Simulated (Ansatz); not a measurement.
# Ir: the cost of one run

Computed with Ansatz 0.2.0 (DFT PBEsol, scalar-relativistic, unless a step's input says otherwise).

## 1. Starting point

It takes space group Fm-3m (No. 225, cubic). The conventional cell has a = 3.839 Å, b = 3.839 Å, c = 3.839 Å, α = 90.00°, β = 90.00°, γ = 90.00°. Around Ir (site symmetry m-3m) lie 12 Ir at 2.71 Å.

As a file:

```
CELL_PARAMETERS angstrom
0.00000 1.91970 1.91970
1.91970 0.00000 1.91970
1.91970 1.91970 0.00000
ATOMIC_POSITIONS crystal
Ir 0.00000 0.00000 0.00000
```

## 2. After the deformation

Space group Fm-3m before, R-3m after.

## 3. Full-potential LAPW

File input.yaml:

```yaml
crystal:
  lattice:
    - [-0.019197, 1.9101015, 1.9101015]
    - [1.9101015, -0.019197, 1.9101015]
    - [1.9101015, 1.9101015, -0.019197]
  atoms:
    - { symbol: Ir, position: [0.0, 0.0, 0.0] }
kpoints:
  mp_grid: { grid: [18, 18, 18] }
  band_path:
    path:
      - [0.0, 0.0, 0.0]
      - [0.5, 0.5, 0.5]
      - [0.2525443832, 0.5, 0.7474556168]
      - [-0.2525443832, 0.2525443832, 0.5]
      - [0.0, 0.0, 0.5]
      - [0.0, 0.0, 0.0]
      - [-0.3762721916, 0.0, 0.3762721916]
      - [0.0, 0.3762721916, 0.6237278084]
      - [0.0, 0.5, 0.5]
    npoints: 5
scf:
  occupations: { method: fermi_dirac, width: 0.05 }
hamiltonian:
  xc: pbesol
  pseudopotentials: { kind: all_electron, lapw: { basis_error: 0.0005 } }
output:
  forces: true
  stress: true
  eigenvalues: true
```

The run is started by

```
$ ansatz run input.yaml --threads 1 --pin off --max-ram 3072MiB --backend cpu --events-out ev --progress --plain --runs-dir out
```

Q: Estimate wall time and peak memory on 1 thread of Intel Xeon 6975P-C (Granite Rapids), shared host.

About 36 s, with a peak of 0.94 GiB.
